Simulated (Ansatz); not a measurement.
This script makes an equation of state with a fit of BaPtO3, space group Pm-3m with Ansatz 0.2.0, Python API.

The script, `eos.py`:
```python
# -*- coding: utf-8 -*-
"""Equation of state of BaPtO3."""

import ansatz as az
import numpy as np

FUNCTIONAL = "r2SCAN"
CUTOFF = 450
SMEARING = "Fermi-Dirac"
WIDTH_EV = 0.01
KGRID = (6, 6, 6)

vectors0 = np.array([
    [4.13818, 0.0, 0.0],
    [0.0, 4.13818, 0.0],
    [0.0, 0.0, 4.13818],
])
sites = [
    ("Ba", (0.0, 0.0, 0.0)),
    ("Pt", (0.5, 0.5, 0.5)),
    ("O", (0.5, 0.5, 0.0)),
    ("O", (0.5, 0.0, 0.5)),
    ("O", (0.0, 0.5, 0.5)),
]


def on_lattice(cell):
    crystal = az.Crystal(lattice=az.Lattice.of(cell))
    for symbol, position in sites:
        crystal = crystal.atom(symbol, position)
    return crystal


def main():
    # scale the volume, keep shape and fractions
    volumes, energies = [], []
    for scale in np.linspace(0.92, 1.08, 7):
        cell = vectors0 * scale ** (1 / 3)
        calculation = (
            on_lattice(cell).calculation()
            .functional(FUNCTIONAL)
            .pseudopotentials("paw")
            .basis(CUTOFF, density_ratio=8)
            .accuracy("medium")
            .occupations(SMEARING, width=WIDTH_EV)  # smearing steadies the SCF of a metal
            .mixing("msr1")
            .scf(self_checks="low")
            .kpoints(*KGRID)  # the mesh must be finer for metals
        )
        data = calculation.run(threads=1).report
        volumes.append(abs(np.linalg.det(cell)) / len(sites))
        energies.append(data["free_energy_ev"] / len(sites))
        print(f"V = {volumes[-1]:8.4f} A^3/atom  F = {energies[-1]:.5f} eV/atom")

    # third-order Birch-Murnaghan: a cubic in V^(-2/3)
    x = np.array(volumes) ** (-2 / 3)
    poly = np.polynomial.Polynomial.fit(x, energies, 3).convert()
    roots = poly.deriv().roots()
    x0 = min((r.real for r in roots if abs(r.imag) < 1e-9 and poly.deriv(2)(r.real) > 0), key=lambda r: abs(r - x.mean()))
    v0 = x0 ** -1.5
    b0 = 4 / 9 * poly.deriv(2)(x0) * v0 ** (-7 / 3) * 160.21766
    b1 = 4 + 2 / 3 * x0 * poly.deriv(3)(x0) / poly.deriv(2)(x0)
    print(f"V0 = {v0:.4f} A^3/atom, B0 = {b0:.1f} GPa, dB/dP = {b1:.2f}")


if __name__ == "__main__":
    main()
```

From its runs, with one value withheld:

| V (Å³/atom) | F less the lowest row shown (meV/atom) |
| --- | --- |
| 13.039 | 6.04 |
| 13.417 | ? |
| 13.795 | 0.00 |
| 14.173 | 12.42 |
| 14.551 | 33.04 |
| 14.929 | 59.97 |
| 15.307 | 91.69 |

What is the missing energy at 13.417 Å³ an atom?

A third-order Birch-Murnaghan fit, E = E0 + (9 V0 B0 / 16) [(t - 1)³ B' + (t - 1)² (6 - 4t)] with t = (V0/V)^(2/3), through the 6 rows shown gives V0 = 13.503 Å³, B0 = 172.4 GPa, B' = 6.38 and E0 = -3.30 meV. At V = 13.417 Å³, t = 1.00429, and the fit interpolates to -3.00 meV. The run gave -2.64 meV, a miss of 0.36 meV.

Reading the output:
- These settings explore the input space; cutoff and mesh may be short of convergence.
- The cutoff lies under the one recommended for these potentials.
- Spin is left out of this run.
- For a metal this k-point mesh is coarse: on a finer one energies can move by several to tens of meV an atom and pressures by half a GPa or more, differences at one mesh by less.
- Spin-orbit coupling, which matters for elements this heavy, is left out.
- This cell is a computed structure, which may not be the phase found in nature.
- Run time: 34 s on 1 thread of Arm Neoverse V2, on a shared host, peak memory 0.72 GiB.
